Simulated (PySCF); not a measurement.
# Solver options tried on GaHO2

The same problem is solved with other solver options, one edit a run.

Computed with PySCF 2.14.0. Level: method and basis as typed in the scripts.

1 further run of the same task is left out (it didn't finish).

### 1 The starting structure

GaHO2: 4 atoms, charge 0, spin multiplicity 1.

Bond lengths: Ga1–O2 1.611 Å, Ga1–O3 1.712 Å, O3–H4 0.942 Å. Angles: O2–Ga1–O3 176.5°, Ga1–O3–H4 115.2°.

### 2 The run that the others are compared with

input.py

```python
from pyscf import gto, scf

mol = gto.M(
    atom='Ga 0.0093 0 0.0367; O 0.0136 0 1.6474; O -0.0993 0 -1.6716; H 0.7259 0 -2.1256',
    basis='6-31g*',
    charge=0,
    spin=0,
    symmetry=True,
    verbose=3,
)
mf = scf.RHF(mol)
mf = mf.density_fit(auxbasis='def2-universal-jkfit')
mf.kernel()
mf.dip_moment()
print('orbital energies (hartree):', mf.mo_energy[..., max(0, mol.nelec[1]-3):mol.nelec[0]+3].round(4))
```

Run with:

```sh
OMP_NUM_THREADS=1 python input.py
```

Its log is not repeated here.

Base result: E(SCF) = -2073.224650 Eh, μ = 5.01 D.

### 3 Initial guess hcore

Run 1 changes initial guess: minao → hcore.

input.py

```python
from pyscf import gto, scf

mol = gto.M(
    atom='Ga 0.0093 0 0.0367; O 0.0136 0 1.6474; O -0.0993 0 -1.6716; H 0.7259 0 -2.1256',
    basis='6-31g*',
    charge=0,
    spin=0,
    symmetry=True,
    verbose=3,
)
mf = scf.RHF(mol)
mf = mf.density_fit(auxbasis='def2-universal-jkfit')
mf.init_guess = 'hcore'
mf.kernel()
mf.dip_moment()
print('orbital energies (hartree):', mf.mo_energy[..., max(0, mol.nelec[1]-3):mol.nelec[0]+3].round(4))
```

Run with:

```sh
OMP_NUM_THREADS=1 python input.py
```

### 4 Cycle limit 200

Run 2 changes cycle limit: 50 → 200.

Edit input.py of step 2 so:

```diff
@@ -12,2 +12,3 @@
 mf = mf.density_fit(auxbasis='def2-universal-jkfit')
+mf.max_cycle = 200
 mf.kernel()
```

What does the calculation give? Wanted: for each run, E(SCF); from base; gap; SCF dipole.

As calculated:

```tsv
run	E(SCF) (hartree)	from base (eV)	gap (eV)	SCF dipole (D)
base	-2073.224650	0	12.25	5.01
initial guess hcore	-2073.224650	0.0000	12.25	5.01
cycle limit 200	-2073.224650	0.0000	12.25	5.01
```

**Reading.** The SCF energy stays the same, to the digits that matter, with initial guess hcore or cycle limit 200.
